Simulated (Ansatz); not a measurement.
# GaF₂ radical: how energies converge with the basis set

One table from this session's results is given with a row withheld; the runs are named, their logs left out.

Method: one geometry, several basis sets; program: Ansatz 0.2.0, Gaussian basis.

Levels to be run: PBE0-D4/def2-SVP; ωB97M-V/def2-SVP; PBE0-D4/def2-QZVPP; ωB97M-V/def2-QZVPP; the functionals' def2-TZVPP values are taken from earlier runs.

### The relaxed structure

All runs share one geometry, relaxed beforehand with PBE0-D4 in a triple-zeta def2 set.

SMILES `[F][Ga][F]`, 3 atoms, charge 0, spin multiplicity 2.

Atoms are counted from 1 here; the program's logs count them from 0.

Bond lengths: F1–Ga2 1.756 Å, Ga2–F3 1.756 Å. Angles: F1–Ga2–F3 116.8°.

Set-up of the first run:

File in.yaml:

```yaml
crystal:
  periodic: [false, false, false]
  atoms:
    - {symbol: F, position_ang: [-1.311223, 0.374965, -0.686387]}
    - {symbol: Ga, position_ang: [0.211074, 0.523561, 0.176745]}
    - {symbol: F, position_ang: [1.089248, -0.963427, 0.496341]}
basis:
  gaussian: {orbitals: def2-SVP}
magnetization: {spin_polarized: true, initial_magnetization: 1}
hamiltonian: {xc: pbe0, dispersion: d4}
output: {orbitals: {seedname: orbitals}}
```

Run with:

```
> ansatz run in.yaml --threads 2 --pin off --events-out ev --progress --plain --max-ram 32768MiB --backend cpu
```

Steps of the session up to this table: PBE0-D4 in def2-SVP; ωB97M-V in def2-SVP; PBE0-D4 in def2-QZVPP; ωB97M-V in def2-QZVPP.

One table of the session follows, with a row left open; its other results are not shown here.

It belongs to the step «Density functionals: the series». 

| functional | basis | HOMO (eV) | LUMO (eV) |
| --- | --- | --- | --- |
| PBE0-D4 | def2-SVP | -7.63 | -4.20 |
| PBE0-D4 | def2-TZVPP | -7.75 | -4.28 |
| PBE0-D4 | def2-QZVPP | -7.78 | -4.33 |
| ωB97M-V | def2-SVP | -9.74 | -2.45 |
| ωB97M-V | def2-TZVPP | -9.88 | -2.49 |
| ωB97M-V | def2-QZVPP | ? | ? |

Q: Estimate the row for ωB97M-V, def2-QZVPP from the others.

As computed: HOMO (eV): -9.94; LUMO (eV): -2.61. In the column «HOMO (eV)» it is the lowest.
